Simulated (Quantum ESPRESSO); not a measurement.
# Al2O3 (R-3c) in Quantum ESPRESSO: dielectric tensor with LDA

Aim: the dielectric tensor of Al2O3 with LDA.

All numbers are computed with Quantum ESPRESSO 7.5; they aren't measurements. Logs are shortened: lines on timing, memory, paths and dates and some standing lists are left out, and cuts for length are marked.

**What was measured.**

“Multi-petahertz electron interference in Cr:Al2O3 solid-state material”, 2018, pmc:5906618 quotes, for a bulk crystal of Al2O3: band gap 8.7 eV (optical).

How close the calculation comes is told below.

## (1) The crystal as given

It takes space group R-3c (No. 167, trigonal). The conventional cell has a = 4.760 Å, b = 4.760 Å, c = 12.996 Å, α = 90.00°, β = 90.00°, γ = 120.00°. Al (site symmetry 3) has 6 O at 1.85 to 1.97 Å as nearest neighbours. O (site symmetry 2) is surrounded by 4 Al at 1.85 to 1.97 Å.

## (2) Dielectric tensor, LDA

File pw.in:

```
&CONTROL
  calculation = 'scf'
  prefix = 'pwscf'
  outdir = './tmp'
  pseudo_dir = './pseudo'
  tprnfor = .true.
  tstress = .true.
  disk_io = 'low'
/
&SYSTEM
  ibrav = 0
  celldm(1) = 8
  nat = 10
  ntyp = 2
  ecutwfc = 84
  nbnd = 33
  occupations = 'smearing'
  smearing = 'fd'
  degauss = 0.00367493
/
&ELECTRONS
  conv_thr = 2d-09
  electron_maxstep = 120
  mixing_beta = 0.5
/
ATOMIC_SPECIES
Al    26.9815 Al.upf
O     15.9990 O.upf
CELL_PARAMETERS alat
  0.5622525760176   0.3246166761072   1.0232552010573
 -0.5622525760176   0.3246166761072   1.0232552010573
  0.0000000000000  -0.6492333522380   1.0232552010573
ATOMIC_POSITIONS crystal
Al     0.3521600000    0.3521600000    0.3521600000
Al     0.1478400000    0.1478400000    0.1478400000
Al     0.6478400000    0.6478400000    0.6478400000
Al     0.8521600000    0.8521600000    0.8521600000
O      0.5566800000    0.9433200000    0.2500000000
O      0.2500000000    0.5566800000    0.9433200000
O      0.9433200000    0.2500000000    0.5566800000
O      0.4433200000    0.0566800000    0.7500000000
O      0.7500000000    0.4433200000    0.0566800000
O      0.0566800000    0.7500000000    0.4433200000
K_POINTS automatic
4 4 4 0 0 0
```

File scf2.in:

```
&CONTROL
  calculation = 'scf'
  prefix = 'pwscf'
  outdir = './tmp'
  pseudo_dir = './pseudo'
  tprnfor = .true.
  tstress = .true.
  disk_io = 'low'
/
&SYSTEM
  ibrav = 0
  celldm(1) = 8
  nat = 10
  ntyp = 2
  ecutwfc = 84
  nbnd = 33
  occupations = 'fixed'
/
&ELECTRONS
  conv_thr = 1d-13
  electron_maxstep = 120
  mixing_beta = 0.5
  startingpot = 'file'
  startingwfc = 'file'
/
ATOMIC_SPECIES
Al    26.9815 Al.upf
O     15.9990 O.upf
CELL_PARAMETERS alat
  0.5622525760176   0.3246166761072   1.0232552010573
 -0.5622525760176   0.3246166761072   1.0232552010573
  0.0000000000000  -0.6492333522380   1.0232552010573
ATOMIC_POSITIONS crystal
Al     0.3521600000    0.3521600000    0.3521600000
Al     0.1478400000    0.1478400000    0.1478400000
Al     0.6478400000    0.6478400000    0.6478400000
Al     0.8521600000    0.8521600000    0.8521600000
O      0.5566800000    0.9433200000    0.2500000000
O      0.2500000000    0.5566800000    0.9433200000
O      0.9433200000    0.2500000000    0.5566800000
O      0.4433200000    0.0566800000    0.7500000000
O      0.7500000000    0.4433200000    0.0566800000
O      0.0566800000    0.7500000000    0.4433200000
K_POINTS automatic
4 4 4 0 0 0
```

File ph.in:

```
dielectric of Al2O3
&INPUTPH
  prefix = 'pwscf'
  outdir = './tmp'
  tr2_ph = 1d-18
  fildyn = 'dyn'
  niter_ph = 90
  alpha_mix(1) = 0.7
  epsil = .true.
  trans = .false.
  zeu = .true.
/
0.0000000000 0.0000000000 0.0000000000
```

Potentials or basis: PseudoDojo 0.4.1 SR LDA standard.

Started as:

```bash
OMP_NUM_THREADS=1 mpirun -n 8 pw.x -nk 2 -in pw.in > pw.out
OMP_NUM_THREADS=1 mpirun -n 8 pw.x -nk 2 -in scf2.in > scf2.out
OMP_NUM_THREADS=1 mpirun -n 8 ph.x -nk 2 -in ph.in > ph.out
```

pw.out:

```text
This program is part of the open-source Quantum ESPRESSO suite
     for quantum simulation of materials; please cite
[... 6 lines left out ...]
     using ibrav=0 with symmetry is DISCOURAGED, use correct ibrav instead

     K-points division:     npool     =       2
     Subspace diagonalization in iterative solution of the eigenvalue problem:
     a serial algorithm will be used

     --------------------
     sticks:   dense  smooth     PW     G-vecs:    dense   smooth      PW
     Min         519     519    147                14941    14941    2268
     Max         520     520    148                14942    14942    2269
     Sum        2077    2077    589                59765    59765    9073

     Using Slab Decomposition

     bravais-lattice index     =            0
     lattice parameter (alat)  =       8.0000  a.u.
     unit-cell volume          =     573.7299 (a.u.)^3
     number of atoms/cell      =           10
     number of atomic types    =            2
     number of electrons       =        48.00
     number of Kohn-Sham states=           33
     kinetic-energy cutoff     =      84.0000  Ry
     charge density cutoff     =     336.0000  Ry
     scf convergence threshold =      2.0E-09
     mixing beta               =       0.5000
     number of iterations used =            8  plain     mixing
     Exchange-correlation= SLA  PW   NOGX NOGC
                           (   1   4   0   0   0   0   0)

     celldm(1)=   8.000000  celldm(2)=   0.000000  celldm(3)=   0.000000
     celldm(4)=   0.000000  celldm(5)=   0.000000  celldm(6)=   0.000000

     crystal axes: (cart. coord. in units of alat)
               a(1) = (   0.562253   0.324617   1.023255 )
               a(2) = (  -0.562253   0.324617   1.023255 )
               a(3) = (   0.000000  -0.649233   1.023255 )

     reciprocal axes: (cart. coord. in units 2 pi/alat)
               b(1) = (  0.889280  0.513426  0.325758 )
               b(2) = ( -0.889280  0.513426  0.325758 )
               b(3) = (  0.000000 -1.026852  0.325758 )

     PseudoPot. # 1 for Al read from file:
     Al.upf
     Pseudo is Norm-conserving + core correction, Zval =  3.0
     Generated using ONCVPSP code by D. R. Hamann
     Using radial grid of 1854 points,  6 beta functions with:
                l(1) =   0
                l(2) =   0
                l(3) =   1
                l(4) =   1
                l(5) =   2
                l(6) =   2

     PseudoPot. # 2 for O  read from file:
     O.upf
     Pseudo is Norm-conserving + core correction, Zval =  6.0
     Generated using ONCVPSP code by D. R. Hamann
     Using radial grid of  926 points,  5 beta functions with:
                l(1) =   0
                l(2) =   0
                l(3) =   1
                l(4) =   1
                l(5) =   2

     atomic species   valence    mass     pseudopotential
[... 28 lines left out ...]
        k(    8) = (  -0.0000000   0.0000000   0.2443183), wk =   0.0625000
        k(    9) = (  -0.0000000   0.7701391   0.0000000), wk =   0.1875000
        k(   10) = (  -0.0000000   0.5134261   0.0814394), wk =   0.1875000
        k(   11) = (   0.6669600   0.3850696  -0.2443183), wk =   0.1875000
        k(   12) = (   0.6669600   0.1283565  -0.1628789), wk =   0.1875000
        k(   13) = (   0.0000000   0.0000000  -0.4886367), wk =   0.0312500

     Dense  grid:    59765 G-vectors     FFT dimensions: (  60,  60,  60)

     Initial potential from superposition of free atoms

     starting charge      47.9912, renormalised to      48.0000
     Starting wfcs are   40 randomized atomic wfcs

     Self-consistent Calculation

     iteration #  1     ecut=    84.00 Ry     beta= 0.50
     Davidson diagonalization with overlap
     ethr =  1.00E-02,  avg # of iterations =  4.3

     total energy              =    -217.85694370 Ry
     estimated scf accuracy    <       1.89917094 Ry
[... 50 lines left out ...]
     iteration #  9     ecut=    84.00 Ry     beta= 0.50
     Davidson diagonalization with overlap
     ethr =  2.58E-10,  avg # of iterations =  2.0

     End of self-consistent calculation

          k = 0.0000 0.0000 0.0000 (  7445 PWs)   bands (ev):

   -11.6004  -9.1695  -8.8747  -8.8747  -8.5446  -8.5446   0.3853   1.3992
     1.7512   1.7512   2.8905   2.9740   2.9740   3.9802   4.3546   5.9041
     5.9041   6.0452   6.0452   6.8649   6.8649   7.3110   7.3110   7.3519
    13.5606  16.3601  17.8549  18.7254  18.7254  18.8080  19.5131  19.5131
    19.5245

          k = 0.0000-0.2567 0.0814 (  7447 PWs)   bands (ev):

   -11.2733  -9.4418  -8.9608  -8.9265  -8.6899  -8.5791   0.6611   1.1956
     1.3770   2.2177   2.7120   3.1357   4.4084   4.6466   4.9818   5.2627
     5.5047   5.9082   5.9509   6.0265   6.5928   6.9103   7.2030   7.2431
    14.7810  17.2145  17.3352  17.9255  18.1660  18.4851  19.6659  19.8295
    19.9330

          k =-0.0000 0.5134-0.1629 (  7490 PWs)   bands (ev):

   -10.4109 -10.4109  -8.8942  -8.8942  -8.7606  -8.7606   0.8555   0.8555
     2.1242   2.1242   3.7363   3.7363   3.9134   3.9134   5.1290   5.1290
     5.7925   5.7925   6.0075   6.0075   6.4444   6.4444   7.0844   7.0844
    16.6838  16.6838  16.8441  16.8441  18.9215  18.9215  19.2657  19.2657
    19.9455

          k =-0.2223-0.1284 0.1629 (  7447 PWs)   bands (ev):

   -11.1880  -9.3304  -9.1065  -8.9403  -8.8863  -8.5162   0.9639   1.0971
     1.7665   2.4480   2.5527   3.0831   4.1453   4.7771   5.0175   5.1712
     5.4098   5.6050   5.9186   6.3667   6.3837   6.7646   7.0881   7.1887
    15.0352  17.2834  17.3577  17.8973  18.4155  18.6309  18.9904  19.7499
    20.3139

          k =-0.2223 0.6418-0.0814 (  7475 PWs)   bands (ev):

   -10.5458  -9.8933  -9.2753  -9.0844  -8.9311  -8.5176   1.2227   1.4998
     1.7599   2.4723   3.1649   3.2721   3.9714   4.1590   4.8771   5.1501
     5.6204   5.8921   6.0071   6.1048   6.4144   6.5792   6.9444   7.0048
    16.3085  16.9960  17.1431  17.5907  17.6475  18.2271  18.8699  19.7388
    20.0007
[... 59 lines left out ...]
   -10.5706 -10.5706  -8.7317  -8.7317  -8.7317  -8.7317   1.7066   1.7066
     2.8644   2.8644   2.8644   2.8644   3.2552   3.2552   5.0789   5.0789
     5.3309   5.3309   5.3309   5.3309   6.9722   6.9722   6.9722   6.9722
    15.9357  15.9357  18.1742  18.1742  19.6016  19.6017  19.8792  19.8792
    19.8792

     the Fermi energy is     8.5797 ev

!    total energy              =    -218.40709491 Ry
     estimated scf accuracy    <          2.4E-10 Ry
     smearing contrib. (-TS)   =      -0.00000000 Ry
     internal energy E=F+TS    =    -218.40709491 Ry

     The total energy is F=E-TS. E is the sum of the following terms:
     one-electron contribution =     -34.93010598 Ry
     hartree contribution      =      52.59794770 Ry
     xc contribution           =     -59.84499033 Ry
     ewald contribution        =    -176.22994631 Ry

     convergence has been achieved in   9 iterations

     Forces acting on atoms (cartesian axes, Ry/au):

     atom    1 type  1   force =     0.00000000   -0.00000000   -0.00211020
     atom    2 type  1   force =    -0.00000000    0.00000000    0.00211020
     atom    3 type  1   force =    -0.00000000    0.00000000    0.00211020
     atom    4 type  1   force =     0.00000000   -0.00000000   -0.00211020
     atom    5 type  2   force =    -0.00522878    0.00000000    0.00000000
     atom    6 type  2   force =     0.00261439   -0.00452826   -0.00000000
     atom    7 type  2   force =     0.00261439    0.00452826    0.00000000
     atom    8 type  2   force =     0.00522878    0.00000000    0.00000000
     atom    9 type  2   force =    -0.00261439    0.00452826    0.00000000
     atom   10 type  2   force =    -0.00261439   -0.00452826   -0.00000000

     Total force =     0.013485     Total SCF correction =     0.000007

     Computing stress (Cartesian axis) and pressure

          total   stress  (Ry/bohr**3)                   (kbar)     P=      -72.80
  -0.00049165   0.00000000   0.00000000          -72.32        0.00        0.00
   0.00000000  -0.00049165  -0.00000000            0.00      -72.32       -0.00
   0.00000000  -0.00000000  -0.00050143            0.00       -0.00      -73.76

=------------------------------------------------------------------------------=
   JOB DONE.
=------------------------------------------------------------------------------=
```

Wall time 5.4 min (8 MPI ranks of AMD EPYC, shared host); peak memory 0.72 GiB.

Results:

```
Free energy                             : -2971.5799 eV
Pressure                                : -7.3 GPa
Largest force                           : 0.134 eV/Å
Band gap on the k mesh                  : 6.21 eV, direct
Electronic dielectric tensor (diagonal) : 3.23, 3.23, 3.19
Born charges (mean of the diagonal)     : Al +2.94; O -1.96 e
```

Forces in eV/Å, atoms in the order of the input:
```
Al   0.000  0.000 -0.054
Al   0.000  0.000  0.054
Al   0.000  0.000  0.054
Al   0.000  0.000 -0.054
O   -0.134  0.000  0.000
O    0.067 -0.116  0.000
O    0.067  0.116  0.000
O    0.134  0.000  0.000
O   -0.067  0.116  0.000
O   -0.067 -0.116  0.000
```

Levels at points of the mesh, in eV from the valence-band top:
```csv
k point,band 21,band 22,band 23,band 24,band 25,band 26,band 27,band 28
"(0.00, 0.00, 0.00)",-0.49,-0.04,-0.04,0.00,6.21,9.01,10.50,11.37
"(0.00, 0.00, -0.50)",-0.91,-0.91,-0.27,-0.27,9.33,9.33,9.49,9.49
"(0.00, -0.50, -0.50)",-1.03,-0.93,-0.74,-0.25,9.42,9.62,9.78,10.27
"(-0.50, -0.50, -0.50)",-0.38,-0.38,-0.38,-0.38,8.58,8.58,10.82,10.82
```

Electronic dielectric tensor:
```
3.23 0.00 0.00
0.00 3.23 0.00
0.00 0.00 3.19
```

Born effective charge tensors (e):
atom 1, Al
```
 2.95 -0.03  0.00
 0.03  2.95  0.00
 0.00  0.00  2.93
```
atom 2, Al
```
 2.95  0.03  0.00
-0.03  2.95  0.00
 0.00  0.00  2.93
```
atom 3, Al
```
 2.95 -0.03  0.00
 0.03  2.95  0.00
 0.00  0.00  2.93
```
atom 4, Al
```
 2.95  0.03  0.00
-0.03  2.95  0.00
 0.00  0.00  2.93
```
atom 5, O
```
-2.07  0.00  0.00
 0.00 -1.87  0.25
 0.00  0.34 -1.95
```
atom 6, O
```
-1.92  0.09 -0.22
 0.09 -2.02 -0.13
-0.30 -0.17 -1.95
```
atom 7, O
```
-1.92 -0.09  0.22
-0.09 -2.02 -0.13
 0.30 -0.17 -1.95
```
atom 8, O
```
-2.07  0.00  0.00
 0.00 -1.87  0.25
 0.00  0.34 -1.95
```
atom 9, O
```
-1.92  0.09 -0.22
 0.09 -2.02 -0.13
-0.30 -0.17 -1.95
```
atom 10, O
```
-1.92 -0.09  0.22
-0.09 -2.02 -0.13
 0.30 -0.17 -1.95
```

Caveat: the cell is more than 3 GPa from zero pressure, which shifts response properties; on a mesh that holds Γ this program's dielectric tensor can be off by some percent beyond the error of the mesh.

## (3) How close it comes

Step 2. Measured gap of Al2O3: 8.7 eV (optical; quoted in “Multi-petahertz electron interference in Cr:Al2O3 solid-state material”, 2018, pmc:5906618). This calculation gives 6.21 eV (-2.49 eV). The value is that of LDA, without temperature or zero-point motion. Semilocal functionals fall short of measured gaps as a rule.
